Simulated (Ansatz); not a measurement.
# Te3Pt2Se: the cost of one run

Program: Ansatz 0.2.0. Level of theory: DFT PBE, scalar-relativistic, plane waves, PAW. These are calculated values, not measurements.

2 further runs of the same task are left out: 1 that didn't finish, 1 set aside as unsound or not needed.

**1. The system as given**

It takes space group P6/mmm (No. 191, hexagonal). Conventional cell: a = 6.542 Å, b = 6.542 Å, c = 4.104 Å, α = 90.00°, β = 90.00°, γ = 120.00°. Around Te (site symmetry mmm) lie 4 Pt at 2.79 Å. Pt (site symmetry -6m2) is surrounded by 6 Te at 2.79 Å and 3 Se at 3.78 Å and 3 Pt at 3.78 Å. Se (site symmetry 6/mmm) is surrounded by 6 Pt at 3.78 Å and 12 Te at 3.86 Å.

As a file:

```cif
data_structure
_symmetry_space_group_name_H-M 'P 1'
_symmetry_Int_Tables_number 1
_cell_length_a 6.5424
_cell_length_b 6.5424
_cell_length_c 4.1039
_cell_angle_alpha 90.000
_cell_angle_beta 90.000
_cell_angle_gamma 120.000
_cell_volume 152.12
loop_
_atom_site_label
_atom_site_type_symbol
_atom_site_fract_x
_atom_site_fract_y
_atom_site_fract_z
_atom_site_occupancy
Te1 Te 0.50000 0.00000 0.50000 1
Te2 Te 0.50000 0.50000 0.50000 1
Te3 Te 0.00000 0.50000 0.50000 1
Pt1 Pt 0.33333 0.66667 0.00000 1
Pt2 Pt 0.66667 0.33333 0.00000 1
Se1 Se 0.00000 0.00000 0.00000 1
```

A structure generator made this guess: species swapped into a database cell of HfCo3B2 (P6/mmm, No. 191), with Se on the Hf sites, Te on the Co sites and Pt on the B sites. Its size is a rough estimate.

**2. Probe: one point on a coarse mesh**

The input, input.yaml:

```yaml
crystal:
  lattice:
    - [6.54240875, 0.0, 0.0]
    - [-3.27120437, 5.66589218, 0.0]
    - [0.0, 0.0, 4.10387445]
  atoms:
    - { symbol: Te, position: [0.5, 0.0, 0.5] }
    - { symbol: Te, position: [0.5, 0.5, 0.5] }
    - { symbol: Te, position: [0.0, 0.5, 0.5] }
    - { symbol: Pt, position: [0.33333333, 0.66666667, 0.0] }
    - { symbol: Pt, position: [0.66666667, 0.33333333, 0.0] }
    - { symbol: Se, position: [0.0, 0.0, 0.0] }
basis:
  ecutwfc: 420
kpoints:
  mp_grid: { grid: [3, 3, 4] }
hamiltonian:
  xc: pbe
scf:
  occupations: { method: gaussian, width: 0.1 }
  lower_state_search: "off"
output:
  forces: true
  stress: true
  eigenvalues: true
```

Run with:

```bash
$ ansatz run input.yaml --threads 1 --pin off --max-ram 2560MiB --backend cpu --events-out ev --progress --plain --runs-dir out
```

**Question.** How long does this run take on 1 thread of AMD EPYC (Zen 3), shared host, and how much memory does it need?

About 10 s, with a peak of 0.47 GiB.
